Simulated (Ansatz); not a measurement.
# C2H7FGaN: a ladder of functionals and wavefunction methods

An exercise on one series of results from a longer session: the logs are not shown, and one member is left open.

The runs use Ansatz 0.2.0, Gaussian basis; functionals in def2-TZVPP, the program's frozen cores in correlated methods.

The runs, in order: PBE-D4, r2SCAN-D4, PBE0-D4, B3LYP-D4, ωB97X-V, ωB97M-V, B2PLYP; CCSD(T)/def2-TZVPP; MP2/def2-QZVPP; extrapolation to the limit.

### Structure used throughout

An earlier PBE0-D4 in a triple-zeta def2 set relaxation fixed the geometry.

SMILES `C[NH][GaH][CH2]F`, 12 atoms, charge 0, spin multiplicity 1.

Atoms are counted from 1 here; the program's logs count them from 0.

Bond lengths: C1–N2 1.446 Å, C1–H6 1.090 Å, C1–H7 1.097 Å, C1–H8 1.097 Å, N2–Ga3 1.811 Å, N2–H9 1.008 Å, Ga3–C4 1.990 Å, Ga3–H10 1.565 Å, C4–F5 1.395 Å, C4–H11 1.096 Å, C4–H12 1.096 Å. Angles: N2–C1–H6 110.0°, N2–C1–H7 112.0°, N2–C1–H8 112.0°, H6–C1–H7 107.5°, H6–C1–H8 107.5°, H7–C1–H8 107.5°, C1–N2–Ga3 129.4°, C1–N2–H9 112.9°, Ga3–N2–H9 117.7°, N2–Ga3–C4 120.0°, N2–Ga3–H10 116.9°, C4–Ga3–H10 123.1°, Ga3–C4–F5 113.1°, Ga3–C4–H11 110.7°, Ga3–C4–H12 110.7°, F5–C4–H11 107.7°, F5–C4–H12 107.7°, H11–C4–H12 106.8°.

The first run:

Input file in.yaml:

```yaml
crystal:
  periodic: [false, false, false]
  atoms:
    - {symbol: C, position_ang: [-1.313491, 0.650754, 1.128072]}
    - {symbol: N, position_ang: [0.129099, 0.566327, 1.186870]}
    - {symbol: Ga, position_ang: [1.291076, -0.116733, -0.022792]}
    - {symbol: C, position_ang: [0.611843, -0.898404, -1.722257]}
    - {symbol: F, position_ang: [-0.777304, -0.841224, -1.833289]}
    - {symbol: H, position_ang: [-1.674372, 0.221961, 0.193326]}
    - {symbol: H, position_ang: [-1.791467, 0.102380, 1.949102]}
    - {symbol: H, position_ang: [-1.666923, 1.688197, 1.173458]}
    - {symbol: H, position_ang: [0.510628, 0.952547, 2.036236]}
    - {symbol: H, position_ang: [2.811136, -0.057184, 0.342863]}
    - {symbol: H, position_ang: [0.910089, -1.949167, -1.811540]}
    - {symbol: H, position_ang: [1.036784, -0.374553, -2.585949]}
basis:
  gaussian: {orbitals: def2-TZVPP}
hamiltonian: {xc: pbe, dispersion: d4}
output: {forces: true, orbitals: {seedname: orbitals}}
```

Command:

```
ansatz run in.yaml --threads 4 --pin off --events-out ev --progress --plain --max-ram 10444MiB
```

Steps of the session up to this table: PBE-D4 (GGA); r2SCAN-D4 (meta-GGA); PBE0-D4 (hybrid); B3LYP-D4 (hybrid); ωB97X-V (range-separated); ωB97M-V (range-separated); B2PLYP (double hybrid); CCSD(T) in def2-TZVPP; MP2 in def2-QZVPP.

One table of the session follows, with a row left open; its other results are not shown here.

| method | atomisation energy (kJ/mol) |
| --- | --- |
| PBE-D4 | 4195.0 |
| r2SCAN-D4 | 4113.5 |
| PBE0-D4 | 4113.1 |
| B3LYP-D4 | 4109.8 |
| ωB97X-V | 4130.1 |
| ωB97M-V | 4116.4 |
| B2PLYP | 4069.2 |
| HF/def2-TZVPP | 2912.6 |
| MP2/def2-TZVPP | ? |
| CCSD/def2-TZVPP | 3959.3 |
| CCSD(T)/def2-TZVPP | 4019.6 |
| MP2/CBS | 4174.9 |
| CCSD(T)/CBS | 4121.5 |

Estimate the missing values for MP2/def2-TZVPP.

The run gave: atomisation energy (kJ/mol): 4072.9. In the column «atomisation energy (kJ/mol)» it lies between B2PLYP (4069.2) and B3LYP-D4 (4109.8).
